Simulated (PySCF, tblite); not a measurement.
**C4H14OSi3: geometry, infrared bands and NMR shifts**

Aim: predict the infrared bands and NMR shifts of C4H14OSi3 (`[SiH3][SiH2]O[SiH2]CC1CC1`).

Computed with tblite 0.8.0 and PySCF 2.14.0, with density-fitted response routines of our own, on a single molecule in the gas phase. Atoms are numbered from 0 throughout.

### Step 1. The starting structure

22 atoms, charge 0, multiplicity 1; geometry from: force field or distance geometry start.

Bonds of the start (Å): Si0–Si1 2.23, Si1–O2 1.70, O2–Si3 1.73, Si3–C4 1.84, C4–C5 1.51, C5–C6 1.52, C6–C7 1.51, C7–C5 1.48, Si0–H8 1.48, Si0–H9 1.48, Si0–H10 1.47, Si1–H11 1.49, Si1–H12 1.46, Si3–H13 1.47, Si3–H14 1.47, C4–H15 1.11, C4–H16 1.12, C5–H17 1.12, C6–H18 1.10, C6–H19 1.10, C7–H20 1.11, C7–H21 1.12.

### Step 2. Relaxing the molecule with GFN2-xTB

Job settings and geometry (Å):

```
{"job": {"kind": "relax", "xc": "GFN2-xTB", "basis": "xTB"}, "charge": 0, "multiplicity": 1}
Si     4.586500     0.979200     0.778500
Si     2.997200    -0.578900     0.619900
O      1.433100     0.003600     0.943200
Si     0.247200    -0.756800    -0.066100
C     -1.187200     0.381900    -0.214300
C     -2.524900    -0.277900     0.046700
C     -3.690600     0.682500    -0.093200
C     -3.515800    -0.487100    -1.033500
H      4.734400     1.738800    -0.486100
H      5.861000     0.287100     1.057400
H      4.294600     1.973800     1.825700
H      3.288600    -1.596600     1.666300
H      3.048200    -1.297000    -0.646200
H     -0.088800    -2.097000     0.431700
H      0.864000    -0.879200    -1.397600
H     -1.194200     0.887100    -1.197900
H     -1.070000     1.173000     0.564800
H     -2.573800    -0.957900     0.929700
H     -3.451600     1.672300    -0.511200
H     -4.506000     0.675700     0.640500
H     -3.296300    -0.188100    -2.075900
H     -4.265900    -1.319200    -0.985600
```

Command:

```sh
> OMP_NUM_THREADS=1 python probes_run.py task.json out
```

One launch serves the whole session: the jobs run in the order shown.

**Question.** This job is followed by: GFN2-xTB harmonic vibrations, gas phase; GIAO PBE0/pcSseg-1 NMR shielding, non-relativistic, gas phase. What will the session give for the following? strongest single infrared mode (GFN2-xTB); zero-point energy (GFN2-xTB); ¹³C shifts against TMS (PBE0/pcSseg-1, means over atoms taken as alike); ¹H shifts against TMS (PBE0/pcSseg-1, means over atoms taken as alike); ²⁹Si shifts against TMS (PBE0/pcSseg-1); ¹⁷O shifts against H2O (PBE0/pcSseg-1).

**Answer**, as computed:

```
                                                               quantity                                          value
                              strongest single infrared mode (GFN2-xTB)                           703 cm⁻¹, 990 km/mol
                                           zero-point energy (GFN2-xTB)                                  99.9 kcal/mol
¹³C shifts against TMS (PBE0/pcSseg-1, means over atoms taken as alike)                             25.1, 7.8, 5.4 ppm
 ¹H shifts against TMS (PBE0/pcSseg-1, means over atoms taken as alike)  5.68, 5.08, 3.37, 0.89, 0.44, 0.43, -0.06 ppm
                                ²⁹Si shifts against TMS (PBE0/pcSseg-1)                       -25.0, -29.1, -120.6 ppm
                                 ¹⁷O shifts against H2O (PBE0/pcSseg-1)                                        7.8 ppm
```

What this shows: Relaxing lowered the energy by 0.963 eV in 157 steps; the close pair that moved most is O2–Si3, from 1.733 to 1.617 Å. The lowest mode is slightly imaginary (13i cm⁻¹), a soft motion within the noise of the Hessian, so the minimum is not strictly shown. The strongest single mode, at 703 cm⁻¹, is spread over many atoms; the largest shares are those of H11, H12. Unscaled tight-binding wavenumbers are off by several per cent, some by more. Its intensities can rank the bands wrongly. At PBE0/pcSseg-1: The widest tensor belongs to Si1: span 154 ppm, with a paramagnetic part of -503 ppm.
